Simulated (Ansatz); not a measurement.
# BrClH₄Si₂: small, medium and large basis sets

One table from this session's results is given with a row withheld; the runs are named, their logs left out.

Computed with Ansatz 0.2.0, Gaussian basis. Level: one geometry, several basis sets.

Plan: PBE0-D4/def2-SVP; ωB97M-V/def2-SVP; PBE0-D4/def2-QZVPP; ωB97M-V/def2-QZVPP; the functionals' def2-TZVPP values are taken from earlier runs.

### Structure used throughout

The geometry comes from an earlier relaxation with PBE0-D4 in a triple-zeta def2 set; it is a stationary point, not always the lowest conformer.

SMILES `[SiH3][SiH](Cl)Br`, 8 atoms, charge 0, spin multiplicity 1.

Atoms are counted from 1 here; the program's logs count them from 0.

Bond lengths: Si1–Si2 2.335 Å, Si1–H5 1.486 Å, Si1–H6 1.484 Å, Si1–H7 1.486 Å, Si2–Cl3 2.053 Å, Si2–Br4 2.220 Å, Si2–H8 1.481 Å. Angles: Si2–Si1–H5 109.0°, Si2–Si1–H6 108.3°, Si2–Si1–H7 109.5°, H5–Si1–H6 110.1°, H5–Si1–H7 109.8°, H6–Si1–H7 110.1°, Si1–Si2–Cl3 109.3°, Si1–Si2–Br4 108.6°, Si1–Si2–H8 115.2°, Cl3–Si2–Br4 109.5°, Cl3–Si2–H8 107.2°, Br4–Si2–H8 106.9°.

Set-up of the first run:

in.yaml reads:

```yaml
crystal:
  periodic: [false, false, false]
  atoms:
    - {symbol: Si, position_ang: [-0.449084, 1.050824, 0.453531]}
    - {symbol: Si, position_ang: [0.539529, -0.844775, -0.484820]}
    - {symbol: Cl, position_ang: [1.459829, -1.933044, 0.993073]}
    - {symbol: Br, position_ang: [-1.046428, -2.074784, -1.434254]}
    - {symbol: H, position_ang: [-1.118909, 1.829613, -0.619922]}
    - {symbol: H, position_ang: [-1.445184, 0.606459, 1.460348]}
    - {symbol: H, position_ang: [0.595858, 1.884268, 1.103505]}
    - {symbol: H, position_ang: [1.556490, -0.575561, -1.527260]}
basis:
  gaussian: {orbitals: def2-SVP}
hamiltonian: {xc: pbe0, dispersion: d4}
output: {orbitals: {seedname: orbitals}}
```

Command:

```
$ ansatz run in.yaml --threads 4 --pin off --events-out ev --progress --plain --max-ram 10444MiB
```

Steps of the session up to this table: PBE0-D4 in def2-SVP; ωB97M-V in def2-SVP; PBE0-D4 in def2-QZVPP; ωB97M-V in def2-QZVPP.

One of the session's tables, all rows but one given; the rest of the session is left out.

It belongs to the step «Density functionals: the series». 

```
functional       basis  HOMO (eV)
   PBE0-D4    def2-SVP      -8.08
   PBE0-D4  def2-TZVPP      -8.13
   PBE0-D4  def2-QZVPP      -8.14
   ωB97M-V    def2-SVP     -10.09
   ωB97M-V  def2-TZVPP          ?
   ωB97M-V  def2-QZVPP     -10.19
```

Q: Estimate the row for ωB97M-V, def2-TZVPP from the others.

The run gave: HOMO (eV): -10.18. In the column «HOMO (eV)» it lies between ωB97M-V, def2-QZVPP (-10.19) and ωB97M-V, def2-SVP (-10.09).
